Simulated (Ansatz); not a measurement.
# BrF2HOTi: how energies converge with the basis set

One table from this session's results is given with a row withheld; the runs are named, their logs left out.

Method: one geometry, several basis sets; program: Ansatz 0.2.0, Gaussian basis.

Plan: PBE0-D4/def2-SVP; ωB97M-V/def2-SVP; PBE0-D4/def2-QZVPP; ωB97M-V/def2-QZVPP; the functionals' def2-TZVPP values are taken from earlier runs.

## The relaxed structure

All runs share one geometry, relaxed beforehand with PBE0-D4 in a triple-zeta def2 set.

SMILES `[OH][Ti]([F])([F])[Br]`, 6 atoms, charge 0, spin multiplicity 1.

Atoms are counted from 1 here; the program's logs count them from 0.

Bond lengths: O1–Ti2 1.757 Å, O1–H6 0.959 Å, Ti2–F3 1.744 Å, Ti2–F4 1.744 Å, Ti2–Br5 2.349 Å. Angles: Ti2–O1–H6 140.6°, O1–Ti2–F3 109.4°, O1–Ti2–F4 108.9°, O1–Ti2–Br5 109.4°, F3–Ti2–F4 110.3°, F3–Ti2–Br5 108.4°, F4–Ti2–Br5 110.4°.

Geometry (Å):

```
atom     x (Å)     y (Å)     z (Å)
  O1  -0.27485  -0.03323   1.34113
 Ti2   0.19746  -0.17082  -0.34539
  F3  -1.10941  -0.87881  -1.25851
  F4   1.62273  -1.17070  -0.45371
 Br5   0.63120   1.96914  -1.21113
  H6  -1.02493   0.22032   1.88141
```

The first run:

The input, in.yaml:

```yaml
crystal:
  periodic: [false, false, false]
  atoms:
    - {symbol: O, position_ang: [-0.274853, -0.033230, 1.341133]}
    - {symbol: Ti, position_ang: [0.197462, -0.170824, -0.345387]}
    - {symbol: F, position_ang: [-1.109407, -0.878808, -1.258513]}
    - {symbol: F, position_ang: [1.622733, -1.170701, -0.453711]}
    - {symbol: Br, position_ang: [0.631199, 1.969144, -1.211131]}
    - {symbol: H, position_ang: [-1.024935, 0.220320, 1.881410]}
basis:
  gaussian: {orbitals: def2-SVP}
hamiltonian: {xc: pbe0, dispersion: d4}
output: {orbitals: {seedname: orbitals}}
```

On the command line:

```
$ ansatz run in.yaml --threads 4 --pin off --events-out ev --progress --plain --max-ram 10444MiB
```

Among the steps run: PBE0-D4 in def2-SVP; ωB97M-V in def2-SVP; PBE0-D4 in def2-QZVPP; ωB97M-V in def2-QZVPP.

One of the session's tables, all rows but one given; the rest of the session is left out.

It belongs to the step «Density functionals: the series». 

| functional | basis | HOMO (eV) | LUMO (eV) |
| --- | --- | --- | --- |
| PBE0-D4 | def2-SVP | -8.79 | -2.94 |
| PBE0-D4 | def2-TZVPP | -8.93 | -2.91 |
| PBE0-D4 | def2-QZVPP | -8.93 | -2.91 |
| ωB97M-V | def2-SVP | ? | ? |
| ωB97M-V | def2-TZVPP | -11.10 | -0.68 |
| ωB97M-V | def2-QZVPP | -11.10 | -0.69 |

Q: Estimate the row for ωB97M-V, def2-SVP from the others.

The run gave: HOMO (eV): -10.92; LUMO (eV): -0.66. In the column «HOMO (eV)» it lies between ωB97M-V, def2-QZVPP (-11.10) and PBE0-D4, def2-TZVPP (-8.93).
